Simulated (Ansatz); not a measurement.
**Al3As: a closer look at a trial structure**

The task, for Al3As: compute bands, density of states and charges.

Method: DFT PBE, scalar-relativistic, plane waves, PAW, in Ansatz 0.2.0.

1 further run of the same task is left out (set aside as unsound or not needed).

## (1) The starting structure

The structure is hexagonal, space group P6_3/mmc (No. 194). The conventional cell has a = 5.733 Å, b = 5.733 Å, c = 4.946 Å, α = 90.00°, β = 90.00°, γ = 120.00°. Al (site symmetry mm2) has 8 Al at 2.84 to 2.97 Å and 4 As at 2.87 to 2.98 Å as nearest neighbours. As (site symmetry -6m2) is surrounded by 12 Al at 2.87 to 2.98 Å.

As a file:

```
CELL_PARAMETERS angstrom
5.73269 0.00000 0.00000
-2.86635 4.96466 0.00000
0.00000 0.00000 4.94583
ATOMIC_POSITIONS crystal
Al 0.16504 0.33009 0.75000
Al 0.66991 0.83496 0.75000
Al 0.16504 0.83496 0.75000
Al 0.83496 0.66991 0.25000
Al 0.33009 0.16504 0.25000
Al 0.83496 0.16504 0.25000
As 0.66667 0.33333 0.75000
As 0.33333 0.66667 0.25000
```

The cell was relaxed beforehand at this level, from a database cell with other species swapped in; it is a trial structure. At a tolerance of 0.05 Å it has space group P6_3/mmc (No. 194); it has 17.60 Å³/atom, an uncorrected energy of +0.11 eV/atom over the elements.

## (2) Bands, states and charges

Input file input.yaml:

```yaml
crystal:
  lattice:
    - [5.732692343, 0.0, 0.0]
    - [-2.8663461715, 4.9646572012, 0.0]
    - [0.0, 0.0, 4.9458271287]
  atoms:
    - { symbol: Al, position: [0.1650446681, 0.3300893362, 0.75] }
    - { symbol: Al, position: [0.6699106638, 0.8349553319, 0.75] }
    - { symbol: Al, position: [0.1650446681, 0.8349553319, 0.75] }
    - { symbol: Al, position: [0.8349553319, 0.6699106638, 0.25] }
    - { symbol: Al, position: [0.3300893362, 0.1650446681, 0.25] }
    - { symbol: Al, position: [0.8349553319, 0.1650446681, 0.25] }
    - { symbol: As, position: [0.6666666667, 0.3333333333, 0.75] }
    - { symbol: As, position: [0.3333333333, 0.6666666667, 0.25] }
basis:
  ecutwfc: 420
kpoints:
  mp_grid: { grid: [12, 12, 8] }
  band_path:
    path:
      - [[0.0, 0.0, 0.0], [0.5, 0.0, 0.0], [0.33333333, 0.33333333, 0.0], [0.0, 0.0, 0.0], [0.0, 0.0, 0.5], [0.5, 0.0, 0.5], [0.33333333, 0.33333333, 0.5], [0.0, 0.0, 0.5]]
      - [[0.5, 0.0, 0.5], [0.5, 0.0, 0.0]]
      - [[0.33333333, 0.33333333, 0.5], [0.33333333, 0.33333333, 0.0]]
    npoints: 14
hamiltonian:
  xc: pbe
scf:
  occupations: { method: gaussian, width: 0.1 }
  n_extra_bands: 20
output:
  forces: true
  stress: true
  eigenvalues: true
  populations: true
  dos: { projected: true, de: 0.02, nscf_kmesh: { grid: [15, 15, 10] } }
  bader: true
  write_density: true
  write_potential: true
  elf: true
  volumetric_format: npy
```

Started as:

```console
$ ansatz run input.yaml --threads 1 --pin off --max-ram 2560MiB --backend cpu --events-out ev --progress --plain --runs-dir out
```

Before running it: what results should come out? Wanted: gap; states at the Fermi level; Bader charges.

As calculated:

| quantity | value |
| --- | --- |
| gap | none (metal) |
| states at the Fermi level | 3.50 per eV per cell |
| Bader charges | Al +0.40, As -1.19 e |

**Reading.** There is no gap at this level. Of the projected weight within 0.25 eV of the Fermi level, the largest part is Al 3p (54 %) and Al 3s (23 %). Charge transfer between the atoms is strong (Bader charges up to 1.2 e).
